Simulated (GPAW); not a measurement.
The system is BPd4.

```
Pd B
1.0
     2.89203    0.00000    0.00000
     0.00000    4.36501    0.00000
     0.00000    0.00000    5.85632
Pd B
4 1
Direct
  0.50000 0.00000 0.19758
  0.00000 0.00000 0.61947
  0.00000 0.50000 0.32916
  0.50000 0.50000 0.86756
  0.50000 0.00000 0.86323
```

The cell comes from a database or a generator and needn't be the stable form of this composition.

Base run:

| Property | Result |
| --- | --- |
| Program | GPAW 26.7.0 |
| Functional | LDA |
| Potentials or basis | the program's PAW data sets (release 1.2.1) made for this functional |
| Cutoff | 800 eV |
| Basis | pw |
| k mesh | 7 × 5 × 4 |
| Occupations | fermi-dirac, width 0.05 eV |
| Spin | no spin polarisation |

Its results: pressure -13.2 GPa; largest force 0.258 eV/Å.

Question: The run is repeated on the same cell with these changes: functional from LDA to PBE; potentials or basis from the program's PAW data sets (release 1.2.1) made for this functional to GPAW PAW data sets (gpaw-data 1.2.1). What comes out?

Answer: Pressure -1.0 GPa; largest force 0.199 eV/Å.
